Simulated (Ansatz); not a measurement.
This script drives the Python package of Ansatz (0.2.0).

Script `scan_c2h5brmg.py`:
```python
"""Potential curve of C2H5BrMg along one bond."""

import ansatz
import numpy as np

GEOMETRY = """
C    -0.46240    0.93780    0.50410
C     0.36130   -0.25270    0.61610
Mg    0.39010   -1.27640   -1.30160
Br    0.56350   -2.47130   -3.52560
H    -1.53560    0.67360    0.18070
H    -0.54950    1.53590    1.46190
H    -0.06800    1.65930   -0.28090
H     1.43460    0.06290    0.89760
H    -0.04550   -0.91540    1.43060
"""

geometry = ansatz.Crystal.molecule()
for line in GEOMETRY.strip().splitlines():
    symbol, *xyz = line.split()
    geometry = geometry.atom(symbol, [float(v) for v in xyz])

symbols = [site.symbol for site in geometry.cartesian_sites]
start = np.array([site.position_ang for site in geometry.cartesian_sites])
axis = (start[3] - start[2]) / np.linalg.norm(start[3] - start[2])
moving = [3]
lengths, energies = [2.227, 2.328, 2.429, 2.531, 2.632, 2.733, 2.834, 2.986], []
for length in lengths:
    xyz = start.copy()
    xyz[moving] += (length - np.linalg.norm(start[3] - start[2])) * axis
    point = ansatz.Crystal.molecule()
    for symbol, place in zip(symbols, xyz):
        point = point.atom(symbol, place.tolist())
    base = (
        point.calculation()
        .basis(gaussian="def2-SVP")
        .functional("pbe0")
    )
    r = base.run().report
    energies.append(r["free_energy_ev"])
    print(f"r = {length:6.3f} A  E = {energies[-1]:.5f} eV  <S^2> = {abs(r['mean_field']['state']['spin_squared']):.3f}")

# quartic fit about the minimum
fit = np.polynomial.Polynomial.fit(lengths, np.array(energies) - min(energies), 4).convert()
roots = [r.real for r in fit.deriv().roots() if abs(r.imag) < 1e-9 and fit.deriv(2)(r.real) > 0]
r_e = min(roots, key=lambda r: abs(r - lengths[int(np.argmin(energies))]))
print(f"minimum of the fit at {r_e:.4f} A, force constant {fit.deriv(2)(r_e):.2f} eV/A^2")
```

It is started by `python scan_c2h5brmg.py`. How long does it take on 1 thread of Arm Neoverse V2 (shared host), and how much memory does it need?

It took about 27 s, with a peak of 0.28 GiB, for 8 runs of the engine.

```console
$ python scan_c2h5brmg.py
r =  2.227 A  E = -77622.24764 eV  <S^2> = 0.000
r =  2.328 A  E = -77622.35427 eV  <S^2> = 0.000
r =  2.429 A  E = -77622.34325 eV  <S^2> = 0.000
r =  2.531 A  E = -77622.24969 eV  <S^2> = 0.000
r =  2.632 A  E = -77622.10176 eV  <S^2> = 0.000
r =  2.733 A  E = -77621.91778 eV  <S^2> = 0.000
r =  2.834 A  E = -77621.71139 eV  <S^2> = 0.000
r =  2.986 A  E = -77621.37959 eV  <S^2> = 0.000
minimum of the fit at 2.3672 A, force constant 9.94 eV/A^2
```

The settings weren't tested for convergence. The rest of the molecule is held rigid at a force-field or estimated start geometry, and the basis set is modest; single-reference methods fail as a bond breaks. The orbitals are restricted, so S² is zero by construction.
